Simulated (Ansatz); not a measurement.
# CH5AsSi (SMILES C1[SiH2][AsH]1) at HF/def2-SVP

Aim: the energy change on altering one bond length of CH5AsSi at HF/def2-SVP, from 2 runs. 

The results are computed with Ansatz 0.2.0.

78 further runs of the same task are left out: 78 set aside as unsound or not needed.

**1. Starting point**

The species is CH5AsSi (8 atoms), meant as a singlet with charge 0. As SMILES, `C1[SiH2][AsH]1`. The shape is that of a PBE0-D4/def2-TZVP optimisation.

Bond lengths: C1–Si2 1.843 Å, C1–As3 2.046 Å, Si2–As3 2.317 Å, C1–H4 1.084 Å, C1–H5 1.086 Å, Si2–H6 1.480 Å, Si2–H7 1.479 Å, As3–H8 1.526 Å. Some angles: C1–Si2–As3 57.6°, Si2–C1–As3 72.9°, C1–As3–Si2 49.5°, C1–Si2–H6 117.5°, C1–Si2–H7 118.2°, As3–Si2–H6 118.8°, As3–Si2–H7 119.8°, Si2–C1–H4 121.0°, Si2–C1–H5 118.1°, As3–C1–H4 114.8°.

**2. The energy at HF/def2-SVP**

input.yaml reads:

```yaml
crystal:
  periodic: [false, false, false]
  atoms:
    - {symbol: C, position_ang: [-0.770300, 0.017900, -0.576000]}
    - {symbol: Si, position_ang: [0.707800, 0.663100, 0.315700]}
    - {symbol: As, position_ang: [-0.538100, -1.122700, 1.107200]}
    - {symbol: H, position_ang: [-0.667200, -0.524000, -1.509300]}
    - {symbol: H, position_ang: [-1.690700, 0.591800, -0.522300]}
    - {symbol: H, position_ang: [0.581300, 1.973900, 0.990500]}
    - {symbol: H, position_ang: [2.040800, 0.422300, -0.277100]}
    - {symbol: H, position_ang: [0.428400, -2.079400, 0.415600]}
basis:
  gaussian:
    orbitals: def2-SVP
accuracy: high
magnetization:
  spin_polarized: false
hamiltonian:
  xc: hf
output: {orbitals: {seedname: orbitals}}
```

Command:

```sh
$ ansatz run input.yaml --threads 1 --pin off --max-ram 3480MiB --events-out events.jsonl --progress --plain --runs-dir runs
```

Log:

```text
Warning: RAYON_NUM_THREADS=1 ignored (pool sized by the plan → 1); use --threads N
Functional definition: HF
  name "HF"
  exchange = exact_x
  correlation = 0
1915 factors; integrals over basis functions are off by at most 4.8e-9 eV
mean field evaluation 1: about -69754.2107 eV, gradient 2.1e1 eV
mean field evaluation 2: about -69754.2620 eV, gradient 2.1e1 eV
mean field evaluation 4: about -69755.7737 eV, gradient 2.8e0 eV
mean field evaluation 8: about -69755.8069 eV, gradient 1.6e-1 eV
mean field -69755.80710931 eV, -2563.4786290828 hartree, gradient 2.9e-8 eV, S^2 0.000000; 0 other end points of the search recorded, 0 dependent functions left out
reference -69755.80710931 eV, -2563.4786290828 hartree; 29, 29 occupied and 60, 60 virtual orbitals, 1915 factors
Total energy: -69755.80710931 eV, -2563.4786290828 hartree
```

Wall time 2.8 s (1 thread of Arm Neoverse V1, shared host); peak memory 0.26 GiB.

**3. The distorted shape**

job.yaml reads:

```yaml
crystal:
  periodic: [false, false, false]
  atoms:
    - {symbol: C, position_ang: [-1.836703, 0.210541, -0.101759]}
    - {symbol: Si, position_ang: [-0.358603, 0.855741, 0.789941]}
    - {symbol: As, position_ang: [-1.604503, -0.930059, 1.581441]}
    - {symbol: H, position_ang: [-1.733603, -0.331359, -1.035059]}
    - {symbol: H, position_ang: [-2.757103, 0.784441, -0.048059]}
    - {symbol: H, position_ang: [-0.485103, 2.166541, 1.464741]}
    - {symbol: H, position_ang: [2.040800, 0.422300, -0.277100]}
    - {symbol: H, position_ang: [-0.638003, -1.886759, 0.889841]}
basis:
  gaussian: {orbitals: def2-SVP}
hamiltonian: {xc: hf}
accuracy: high
output: {orbitals: {seedname: orbitals}}
```

Command:

```sh
$ ansatz run job.yaml --threads 1 --pin off --max-ram 3480MiB --events-out events.jsonl --progress --plain --runs-dir runs
```

Log:

```text
Warning: RAYON_NUM_THREADS=1 ignored (pool sized by the plan → 1); use --threads N
[... 4 set-up lines as earlier in the session ...]
1893 factors; integrals over basis functions are off by at most 4.2e-9 eV
mean field evaluation 1: about -69750.3106 eV, gradient 2.1e1 eV
mean field evaluation 2: about -69750.3645 eV, gradient 2.1e1 eV
mean field evaluation 4: about -69751.9282 eV, gradient 2.8e0 eV
mean field evaluation 8: about -69751.9667 eV, gradient 4.0e-4 eV
mean field -69751.96665972 eV, -2563.3374951635 hartree, gradient 3.9e-8 eV, S^2 0.000000; 0 other end points of the search recorded, 0 dependent functions left out
reference -69751.96665972 eV, -2563.3374951635 hartree; 29, 29 occupied and 60, 60 virtual orbitals, 1893 factors
Total energy: -69751.96665972 eV, -2563.3374951635 hartree
```

Wall time 2.7 s (1 thread of Arm Neoverse V1, shared host); peak memory 0.26 GiB.

**4. What came out**

At HF/def2-SVP:

| quantity | value |
| --- | --- |
| first shape: total energy | -2563.47863 Eh |
| first shape: HOMO energy | -9.05 eV |
| first shape: LUMO energy | 3.13 eV |
| first shape: HOMO–LUMO gap | 12.18 eV |
| distorted shape: total energy | -2563.33750 Eh |
| distorted shape: HOMO energy | -8.98 eV |
| distorted shape: LUMO energy | 0.05 eV |
| distorted shape: HOMO–LUMO gap | 9.03 eV |
| energy change with the Si2–H7 bond stretched from 1.479 to 2.662 Å | 3.840 eV |

**Reading.** One bond (distorted shape) is far stretched, which a spin-restricted single reference describes badly; a broken-symmetry solution may lie lower. With the Si2–H7 bond stretched from 1.479 to 2.662 Å the energy rises by 3.84 eV (371 kJ/mol). The first shape isn't relaxed at this level, so the change isn't measured from a minimum. A restricted reference can't describe the breaking bond well at this length.
